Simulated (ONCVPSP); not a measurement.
# Cu: generating and testing an ONCV potential

Aim: build the potential from the settings below, then test how well it stands in for the atom: other configurations, scattering, ghost states and the plane-wave cutoff that it needs.

The numbers are computed with ONCVPSP 4.0.1.1 (patched build) (LDA (Perdew-Wang 92), scalar-relativistic, spin-unpolarised reference atom).

**1. Starting point**

Typed settings, in words:

| Property | Result |
| --- | --- |
| element | copper (Cu, Z = 29) |
| type | optimised norm-conserving Vanderbilt (ONCV) |
| frozen core | [Ne] |
| valence charge | 19 |
| reference configuration | 3s2 3p6 3d10 4p1 |
| partial waves | 3s: rc 0.65 bohr, ncon 4, nbas 8, qcut 11.8 1/bohr, 2 projectors, debl 3.5 Ha; 3p+4p: rc 1.45 bohr, ncon 4, nbas 8, qcut 11.2 1/bohr, 3 projectors, debl 2 Ha; 3d: rc 1.25 bohr, ncon 4, nbas 9, qcut 10.7 1/bohr, 2 projectors, debl 3.3 Ha |
| local potential | polynomial inside 0.45 bohr (lpopt 4, dvloc0 0 Ha) |
| core correction | not asked for |

**2. Generating the potential**

Cu.dat

```
# ATOM AND REFERENCE CONFIGURATION
# atsym  z   nc   nv     iexc    psfile
  Cu 29.00    3    4  -001012      upf
#
#   n    l    f
    1    0    2.00
    2    0    2.00
    2    1    6.00
    3    0    2.00
    3    1    6.00
    3    2   10.00
    4    1    1.00
#
# PSEUDOPOTENTIAL AND OPTIMIZATION
# lmax
    2
#
#   l,   rc,      ep,       ncon, nbas, qcut
    0    0.65    0.00    4    8   11.80
    1    1.45    0.00    4    8   11.20
    2    1.25    0.00    4    9   10.70
#
# LOCAL POTENTIAL
# lloc, lpopt,  rc(5),   dvloc0
    4    4    0.45    0.00
#
# VANDERBILT-KLEINMAN-BYLANDER PROJECTORs
# l, nproj, debl
    0    2    3.50
    1    3    2.00
    2    2    3.30
#
# MODEL CORE CHARGE
# icmod, fcfact, rcfact
    0    0.00    0.00
#
# LOG DERIVATIVE ANALYSIS
# epsh1, epsh2, depsh
   -6.00    5.00    0.04
#
# OUTPUT GRID
# rlmax, drl
    6.00    0.01
#
# TEST CONFIGURATIONS
# ncnf
    4
# nvcnf
#   n    l    f
    5
    3    0    2.00
    3    1    6.00
    3    2   10.00
    4    1    0.00
    4    0    1.00
#
    4
    3    0    2.00
    3    1    6.00
    3    2   10.00
    4    1    0.00
#
    4
    3    0    2.00
    3    1    6.00
    3    2    9.00
    4    1    0.00
#
    5
    3    0    2.00
    3    1    6.00
    3    2   10.00
    4    1    0.00
    4    0    0.50
#
```

Command:

```
$ oncvpsp.x < Cu.dat > Cu.out
```

**Question.** What will these runs give? Wanted: cutoffs for 1 and 0.1 mHa per electron, occupied waves; bound ghosts; GHOST(+) flags; largest test error; largest phase difference near zero energy, channels read; projector energies reset by the program.

**Answer**, as computed:

| quantity | value |
| --- | --- |
| cutoffs for 1 and 0.1 mHa per electron, occupied waves | 105 Ha and 338 Ha |
| bound ghosts | p at -4072.13 eV |
| GHOST(+) flags | s at 496 eV |
| largest test error (AE − PS) | +4.4 meV, for 3s2 3p6 3d9 4p0 |
| largest phase difference near zero energy, channels read | 0.000 rad |
| projector energies reset by the program | s: -4.272, 0.250 Ha |

A bound ghost (p) makes it unfit for use: electrons can fall into a state that the atom doesn't have. The worst unpolarised test, 3s2 3p6 3d9 4p0, is off by 4.4 meV on 25.9 eV; by total energies transferability rates as very good. Atomic tests can pass in spite of a ghost, since they solve only for the levels asked. It counts as very hard, with 105 Ha needed at the looser tolerance. The tighter tolerance needs 338 Ha, and converged work needs a cutoff nearer that. At the looser tolerance the 3s wave is the slowest; 3d needs 53 Ha. Near zero energy the phases of the channels with partial waves agree within 0.001 rad. The program also flags highly localised states, GHOST(+) (s). All of this concerns the isolated atom, not yet a solid.
